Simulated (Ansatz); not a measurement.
LiFeN, 3 atoms in the cell. The typed cell holds 3 atoms: a = 3.101 Å, b = 3.101 Å, c = 4.145 Å, α = 90.00°, β = 90.00°, γ = 120.00°. The cell comes from a database or a generator and needn't be the stable form of this composition. The cell isn't the ideal one: atoms moved at random, drawn with an rms of 0.05 Å.

```yaml
Program: Ansatz 0.2.0
Task: single point
Functional: PBE
Potentials_or_basis: Ansatz PAW
Cutoff: "420 eV (not typed: the program's choice for these potentials)"
k_mesh: 10 × 10 × 7
Occupations: fermi-dirac, width 0.05 eV
Spin: collinear spin, ferromagnetic start
Starting_moments: "[3.0, 0.0, 0.0] μB"
```

Potentials or basis: Ansatz PAW.

Run with:

```bash
$ ansatz run input.yaml --threads 2 --pin off --max-ram 5120MiB --backend cpu --events-out ev --progress --plain --runs-dir out
```

Hardware: 2 threads of Arm Neoverse V2, with other jobs on the host.

Estimate the wall time of this run.

It took 46 s on 2 threads of Arm Neoverse V2 (shared host), peak memory 0.68 GiB. Counts: scf iterations 18, plane waves 685, k points 352, bands 18.
